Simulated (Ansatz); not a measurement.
The system is Cu2B.

```
CELL_PARAMETERS angstrom
0.00000 3.28347 3.28347
3.28347 0.00000 3.28347
3.28347 3.28347 0.00000
ATOMIC_POSITIONS crystal
Cu 0.12500 0.12500 0.12500
Cu 0.62500 0.12500 0.12500
Cu 0.12500 0.12500 0.62500
Cu 0.12500 0.62500 0.12500
B 0.50000 0.50000 0.50000
B 0.75000 0.75000 0.75000
```

The cell was built by a generator and needn't be a form met in nature.

Base run:

```yaml
Program: Ansatz 0.2.0
Functional: PBEsol
Potentials_or_basis: Ansatz PAW
Cutoff: 420 eV
Density_cutoff: 1680 eV
k_mesh: 5 × 5 × 5
Occupations: fermi-dirac, width 0.05 eV
Spin: no spin polarisation
Hubbard_terms: Cu d U = 5 eV
```

Its results: band gap on the k mesh none (metal or under the smearing width); pressure -4.5 GPa.

**Question.** The run is repeated on the same cell with these changes: hubbard terms from Cu d U = 5 eV to Cu d U = 3 eV. What comes out?

**Answer.** Band gap on the k mesh none (metal or under the smearing width); pressure -5.6 GPa.

Caveats: U without spin polarisation on a metal has little footing; the PAW data sets come from PBE, with cores solved anew for the run's functional, which leaves a small shift of forces and pressure; the U is typed as a test and isn't derived for this compound.

Not every run made on this cell is shown here.
